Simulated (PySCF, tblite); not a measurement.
**B3H7N3P, a small molecule taken as a stand-in for a surface group (BN ring, B site): NMR shifts, core binding energies and electronic excitations, part 1 of 2**

Aim: the NMR shifts, core binding energies and electronic excitations of `PB1NBNBN1`.

Programs: tblite 0.8.0 and PySCF 2.14.0. All values are calculated, for the isolated system unless a continuum is named. Atoms count from 0, parts from 1.

### Step 1. The system as given

14 atoms, charge 0, multiplicity 1; geometry: distance geometry start.

### Step 2. Geometry optimisation with GFN2-xTB

What the job is given:

```
{"job": {"kind": "relax", "xc": "GFN2-xTB", "basis": "xTB"}, "charge": 0, "multiplicity": 1}
N     -0.787382     0.494152     0.224558
B     -0.434863     0.184274     1.721332
N      0.562768    -0.969320     1.916807
B      1.824938    -0.967190     1.005033
N      1.661799    -0.233846    -0.338072
B      0.216858     0.007182    -0.843115
P     -0.473681    -1.260910    -2.104321
H     -1.774675     0.430425    -0.018160
H     -1.320745     0.227984     2.456469
H      0.171732    -1.887737     2.127763
H      2.827606    -0.849470     1.543327
H      2.349561    -0.446453    -1.074361
H      0.387460    -1.606917    -3.126628
H     -1.217103    -2.301385    -1.557498
```

Method: GFN2-xTB geometry optimisation, gas phase.

The run is started by

```console
OMP_NUM_THREADS=1 python cluster_run.py task.json out
```

This one command runs all jobs of the session in turn.

Log:

```text
step      E/eV     max force
  0    -505.37761    4.315
  1    -506.35871    2.849
  2    -507.53858    2.718
  3    -507.90516    1.895
  4    -508.36942    1.483
  5    -508.48608    1.304
  6    -508.76114    1.140
  7    -508.83991    1.018
  8    -508.97221    0.992
  9    -509.05093    0.949
 10    -509.16072    1.016
 11    -509.24329    0.748
 12    -509.30569    0.727
 13    -509.34903    0.740
 14    -509.38271    0.962
 15    -509.41279    0.351
 16    -509.44218    0.434
 17    -509.46482    0.652
 18    -509.50368    0.742
 19    -509.53575    0.661
 20    -509.57699    0.502
 21    -509.62124    0.515
 22    -509.66908    0.650
 23    -509.70364    0.394
 24    -509.71975    0.407
 25    -509.73461    0.344
 26    -509.75206    0.374
 27    -509.76921    0.347
 28    -509.78180    0.261
 29    -509.79404    0.264
 30    -509.80574    0.302
 31    -509.82023    0.391
 32    -509.83702    0.315
 33    -509.85648    0.390
 34    -509.87344    0.417
 35    -509.88863    0.414
 36    -509.90284    0.324
 37    -509.91423    0.265
 38    -509.92070    0.197
 39    -509.92533    0.178
 40    -509.92907    0.161
 41    -509.93323    0.193
 42    -509.93553    0.114
 43    -509.93643    0.078
 44    -509.93698    0.062
 45    -509.93737    0.053
 46    -509.93762    0.044
 47    -509.93783    0.032
 48    -509.93806    0.054
 49    -509.93833    0.055
 50    -509.93856    0.036
 51    -509.93870    0.032
 52    -509.93882    0.031
 53    -509.93899    0.045
 54    -509.93924    0.050
 55    -509.93954    0.051
 56    -509.93980    0.041
 57    -509.93999    0.035
 58    -509.94013    0.043
 59    -509.94028    0.035
 60    -509.94044    0.034
 61    -509.94061    0.040
 62    -509.94084    0.044
 63    -509.94116    0.061
 64    -509.94158    0.063
 65    -509.94200    0.049
 66    -509.94234    0.045
 67    -509.94262    0.049
 68    -509.94295    0.052
 69    -509.94336    0.058
 70    -509.94375    0.047
 71    -509.94406    0.046
 72    -509.94437    0.041
 73    -509.94477    0.055
 74    -509.94523    0.063
 75    -509.94557    0.096
 76    -509.94600    0.047
 77    -509.94632    0.045
 78    -509.94672    0.059
 79    -509.94744    0.091
 80    -509.94816    0.089
 81    -509.94865    0.053
 82    -509.94874    0.088
 83    -509.94905    0.049
 84    -509.94921    0.037
 85    -509.94945    0.033
 86    -509.94955    0.027
 87    -509.94963    0.018
 88    -509.94969    0.017
 89    -509.94975    0.014
 90    -509.94979    0.011
 91    -509.94981    0.007
```

It took 2.2 s on 1 thread of Arm Neoverse V1, shared host.

Relaxation path:

| step | energy from step 0 (eV) | largest force (eV/Å) |
| --- | --- | --- |
| 0 | 0.0000 | 4.3146 |
| 3 | -2.5276 | 1.8950 |
| 6 | -3.3835 | 1.1397 |
| 9 | -3.6733 | 0.9494 |
| 12 | -3.9281 | 0.7271 |
| 15 | -4.0352 | 0.3502 |
| 18 | -4.1261 | 0.7413 |
| 21 | -4.2436 | 0.5148 |
| 24 | -4.3421 | 0.4072 |
| 27 | -4.3916 | 0.3470 |
| 30 | -4.4281 | 0.3021 |
| 33 | -4.4789 | 0.3901 |
| 36 | -4.5252 | 0.3243 |
| 39 | -4.5477 | 0.1785 |
| 42 | -4.5579 | 0.1137 |
| 45 | -4.5598 | 0.0532 |
| 48 | -4.5605 | 0.0534 |
| 51 | -4.5611 | 0.0315 |
| 54 | -4.5616 | 0.0500 |
| 57 | -4.5624 | 0.0350 |
| 60 | -4.5628 | 0.0336 |
| 63 | -4.5636 | 0.0605 |
| 66 | -4.5647 | 0.0445 |
| 69 | -4.5657 | 0.0575 |
| 72 | -4.5668 | 0.0408 |
| 75 | -4.5680 | 0.0968 |
| 78 | -4.5691 | 0.0599 |
| 81 | -4.5710 | 0.0524 |
| 84 | -4.5716 | 0.0365 |
| 87 | -4.5720 | 0.0181 |
| 90 | -4.5722 | 0.0106 |
| 91 | -4.5722 | 0.0075 |

Close pairs (by a distance rule), those that changed most:

| bond | before (Å) | after (Å) | change (Å) |
| --- | --- | --- | --- |
| N0–B1 | 1.569 | 1.419 | -0.150 |
| N2–B3 | 1.557 | 1.416 | -0.141 |
| N4–B5 | 1.550 | 1.416 | -0.134 |
| N0–B5 | 1.545 | 1.416 | -0.129 |
| B1–N2 | 1.538 | 1.416 | -0.122 |
| B3–N4 | 1.539 | 1.419 | -0.120 |
| B3–H10 | 1.144 | 1.173 | +0.029 |
| B1–H8 | 1.152 | 1.173 | +0.021 |

### Step 3. Optimising the geometry at PBE0-D3(BJ)/def2-SVP

What the job is given:

```
{"job": {"xc": "PBE0", "basis": "def2-SVP", "d3": "d3bj", "grid": 2, "kind": "geom", "shake": 0.01}, "charge": 0, "multiplicity": 1}
N     -1.131516     0.369679     0.121086
B     -0.878960     0.412511     1.506018
N      0.437531     0.128822     1.889195
B      1.527055    -0.155147     0.973323
N      1.141329    -0.170574    -0.409017
B     -0.172384     0.105934    -0.860612
P     -0.569936     0.145692    -2.741704
H     -2.075469     0.611516    -0.192764
H     -1.711870     0.662347     2.313582
H      0.677261     0.135951     2.891437
H      2.580610    -0.386508     1.337709
H      1.872720    -0.357670    -1.068952
H      0.096038    -0.984967    -3.094583
H     -1.798884    -0.532195    -2.650309
```

Log:

```text
step   0  E = -583.92352245  max force = 0.059391
step   1  E = -583.93231059  max force = 0.007289
step   2  E = -583.93235501  max force = 0.006406
step   3  E = -583.93253227  max force = 0.001881
step   4  E = -583.93254757  max force = 0.000512
step   5  E = -583.93254917  max force = 0.000210
optimisation converged
```

It took 58 s on 1 thread of Arm Neoverse V1, shared host; peak memory 0.78 GiB.

Along the way:

| step | energy from step 0 (eV) | largest force component (eV/Å) |
| --- | --- | --- |
| 0 | 0.0000 | 3.0540 |
| 1 | -0.2391 | 0.3748 |
| 2 | -0.2403 | 0.3294 |
| 3 | -0.2452 | 0.0967 |
| 4 | -0.2456 | 0.0263 |
| 5 | -0.2456 | 0.0108 |

Close pairs (by a distance rule), those that changed most:

| bond | before (Å) | after (Å) | change (Å) |
| --- | --- | --- | --- |
| B3–H10 | 1.139 | 1.209 | +0.071 |
| P6–H12 | 1.359 | 1.427 | +0.068 |
| N0–B5 | 1.398 | 1.430 | +0.032 |
| N2–B3 | 1.451 | 1.426 | -0.026 |
| B1–N2 | 1.400 | 1.426 | +0.026 |
| B1–H8 | 1.187 | 1.209 | +0.022 |
| P6–H13 | 1.406 | 1.427 | +0.020 |
| N2–H9 | 1.031 | 1.011 | -0.019 |

The end geometry stands in the next job.

| at the end point | value |
| --- | --- |
| point group (found at 0.08 Å tolerance) | Cs |
| rotational constants (GHz, main isotopes) | 5.083, 1.378, 1.092 |
| dipole moment (D) | 1.13 |

### Step 4. Nuclear shieldings: PBE0/pcSseg-1

What the job is given:

```
{"job": {"kind": "nmr", "xc": "PBE0", "basis": "pcSseg-1"}, "charge": 0, "multiplicity": 1}
N     -1.165455     0.383291     0.107080
B     -0.874868     0.417969     1.504252
N      0.464565     0.141346     1.906818
B      1.495841    -0.163181     0.970811
N      1.146974    -0.182519    -0.413297
B     -0.177627     0.082091    -0.881790
P     -0.581537     0.178207    -2.779103
H     -2.114277     0.576725    -0.185529
H     -1.736480     0.671866     2.313551
H      0.690703     0.160354     2.892170
H      2.625679    -0.398443     1.331459
H      1.873656    -0.398999    -1.082918
H      0.143285    -0.988314    -3.166505
H     -1.842308    -0.487208    -2.718030
```

With the program's defaults for keys left out, this is: GIAO PBE0/pcSseg-1 NMR shielding, non-relativistic, gas phase.

Log:

```text
coarse grid: 12408 points
cycle   1  E = -584.0642652960  dE =  8.313e-01  |g| = 5.225e-01  |ddm| = 3.286e+00
cycle   2  E = -584.0245454079  dE =  3.972e-02  |g| = 6.926e-01  |ddm| = 8.760e-01
cycle   3  E = -584.1282825434  dE = -1.037e-01  |g| = 4.879e-02  |ddm| = 5.076e-01
cycle   4  E = -584.1288194381  dE = -5.369e-04  |g| = 1.973e-02  |ddm| = 7.269e-02
cycle   5  E = -584.1289166047  dE = -9.717e-05  |g| = 3.869e-03  |ddm| = 2.521e-02
cycle   6  E = -584.1289181609  dE = -1.556e-06  |g| = 2.709e-03  |ddm| = 4.092e-03
final grid: 116136 points
cycle   7  E = -584.1581183490  dE = -2.572e-05  |g| = 1.031e-02  |ddm| = 2.733e-02
cycle   8  E = -584.1580954691  dE =  2.288e-05  |g| = 1.480e-02  |ddm| = 1.663e-02
cycle   9  E = -584.1581415789  dE = -4.611e-05  |g| = 5.685e-04  |ddm| = 9.327e-03
cycle  10  E = -584.1581416437  dE = -6.478e-08  |g| = 2.698e-04  |ddm| = 7.724e-04
cycle  11  E = -584.1581416588  dE = -1.511e-08  |g| = 7.889e-05  |ddm| = 2.360e-04
cycle  12  E = -584.1581416601  dE = -1.294e-09  |g| = 1.731e-05  |ddm| = 6.784e-05
cycle  13  E = -584.1581416602  dE = -7.321e-11  |g| = 2.593e-06  |ddm| = 2.060e-05
converged SCF energy = -584.1581416602

GIAO shielding tensors (ppm)
atom      isotropic    diamagn.    paramagn.     s11        s22        s33       span
  0 N      116.211     325.163    -208.952    -29.577    155.021    223.188    252.766
  1 B       73.682     196.688    -123.007     46.470     59.952    114.623     68.153
  2 N      121.405     323.712    -202.306    -22.191    151.597    234.810    257.002
  3 B       73.689     196.687    -122.998     46.482     59.961    114.625     68.143
  4 N      116.324     325.151    -208.827    -29.504    154.960    223.515    253.019
  5 B       65.445     197.814    -132.369     32.155     52.548    111.631     79.476
  6 P      559.967     966.395    -406.427    480.066    598.532    601.305    121.239
  7 H       25.793      32.593      -6.801     20.852     27.830     28.697      7.845
  8 H       26.593      29.004      -2.411     23.742     26.975     29.061      5.319
  9 H       25.679      29.549      -3.870     21.568     25.172     30.296      8.728
 10 H       26.592      28.999      -2.408     23.741     26.973     29.062      5.321
 11 H       25.796      32.576      -6.781     20.854     27.826     28.706      7.852
 12 H       29.332      29.253       0.079     24.291     27.625     36.080     11.789
 13 H       29.345      29.268       0.077     24.293     27.643     36.098     11.804
```

It took 22 s on 1 thread of Arm Neoverse V1, shared host; peak memory 0.87 GiB.

Shifts follow as δ = σ(reference) − σ, with reference shieldings (ppm) from runs at the same level and on the same kind of geometry: ¹H TMS 31.27, ¹⁵N NH3 265.7, ³¹P H3PO4 310.1, ¹¹B BF3·OEt2 100.7. The references are single molecules in the gas phase, so shifts against H2O, NH3, PH3, H3PO4 or CFCl3 are not on the usual liquid scales and can be off by tens of ppm. Atoms listed in one row are averaged.

| atoms | environment | σ (ppm) | δ (ppm) |
| --- | --- | --- | --- |
| H9 | hydrogen on a nitrogen bonded to 2 B | 25.68 | 5.59 |
| H7, H11 | hydrogen on a nitrogen bonded to 2 B | 25.79 | 5.47 |
| H8, H10 | hydrogen on a boron bonded to 2 N | 26.59 | 4.67 |
| H12, H13 | hydrogen on a phosphorus bonded to B | 29.34 | 1.93 |
| N0, N4 | nitrogen bonded to 2 B, H | 116.3 | 149.4 |
| N2 | nitrogen bonded to 2 B, H | 121.4 | 144.3 |
| B5 | boron bonded to 2 N, P | 65.4 | 35.3 |
| B1, B3 | boron bonded to 2 N, H | 73.7 | 27.0 |
| P6 | phosphorus bonded to B, 2 H | 560.0 | -249.8 |

Charges from the same density, by scheme (e):

| atoms | Mulliken | IAO | Hirshfeld | ESP fit |
| --- | --- | --- | --- | --- |
| N0, N4 | -0.53 | -0.45 | -0.23 | -0.53 |
| B1, B3 | 0.33 | 0.18 | 0.16 | 0.26 |
| N2 | -0.54 | -0.45 | -0.22 | -0.38 |
| B5 | 0.33 | 0.15 | 0.14 | 0.39 |
| P6 | -0.14 | 0.03 | -0.02 | -0.36 |

Mayer bond orders: N0–B1 1.15, B1–N2 1.16, N2–B3 1.16, B3–N4 1.15, N4–B5 1.16, B5–P6 1.00, B5–N0 1.16.

Ring of atoms N0, B1, N2, B3, N4, B5: NICS(0) -2.6, NICS(1) -3.2, NICS(1)zz -4.9 ppm (means of both faces).

The fields below are evaluated on a grid from the run's orbitals.

Frontier orbitals at PBE0/pcSseg-1, with the share of their density that lies nearest to each atom:

| orbital | energy (eV) | lies on |
| --- | --- | --- |
| HOMO | -7.14 | P6 61 %; B5 8 %; H12, H13 about 8 % each |
| LUMO | 0.09 | B5 34 %; P6 12 %; H12, H13 about 8 % each |

ELF in a plane through or near 11 of the atoms.

Values, 10 rows by 14 columns:
```
0.00 0.00 0.00 0.00 0.00 0.00 0.00 0.00 0.00 0.00 0.00 0.00 0.00 0.00
0.00 0.00 0.00 0.00 0.13 0.16 0.00 0.00 0.00 0.00 0.00 0.00 0.00 0.00
0.00 0.00 0.00 0.61 1.00 0.99 0.02 0.62 0.93 0.00 0.01 0.00 0.00 0.00
0.00 0.00 0.00 0.11 0.96 0.85 0.57 0.85 0.91 0.01 0.76 0.69 0.08 0.00
0.00 0.00 0.10 0.45 0.53 0.44 0.73 0.59 0.59 0.51 0.85 0.85 0.19 0.01
0.00 0.00 0.81 0.97 0.65 0.77 0.07 0.52 0.40 0.90 0.27 0.55 0.23 0.01
0.00 0.00 0.00 0.02 0.28 0.63 0.91 0.69 0.48 0.09 0.93 0.89 0.16 0.00
0.00 0.00 0.00 0.63 1.00 0.99 0.13 0.87 0.98 0.01 0.28 0.26 0.02 0.00
0.00 0.00 0.00 0.13 0.98 0.97 0.01 0.05 0.26 0.00 0.00 0.00 0.00 0.00
0.00 0.00 0.00 0.00 0.00 0.00 0.00 0.00 0.00 0.00 0.00 0.00 0.00 0.00
```
The map spans 11.4 Å across and 9.8 Å up, centred on the molecule. Atoms in the plane (x, y in Å): N0 (0.1, -1.2), B1 (-1.3, -1.3), N2 (-2.0, 0.0), B3 (-1.3, 1.2), N4 (0.1, 1.2), B5 (0.9, 0.0), H7 (0.6, -2.1), H8 (-1.9, -2.3), H9 (-3.0, 0.0), H10 (-1.9, 2.3), H11 (0.6, 2.1).

On the surface of density 0.002 e/bohr³ the electrostatic potential runs, from the 1st to the 99th percentile, from -1.06 V near P6 to 1.75 V near H7.

(Continued in part 2 of 2.)
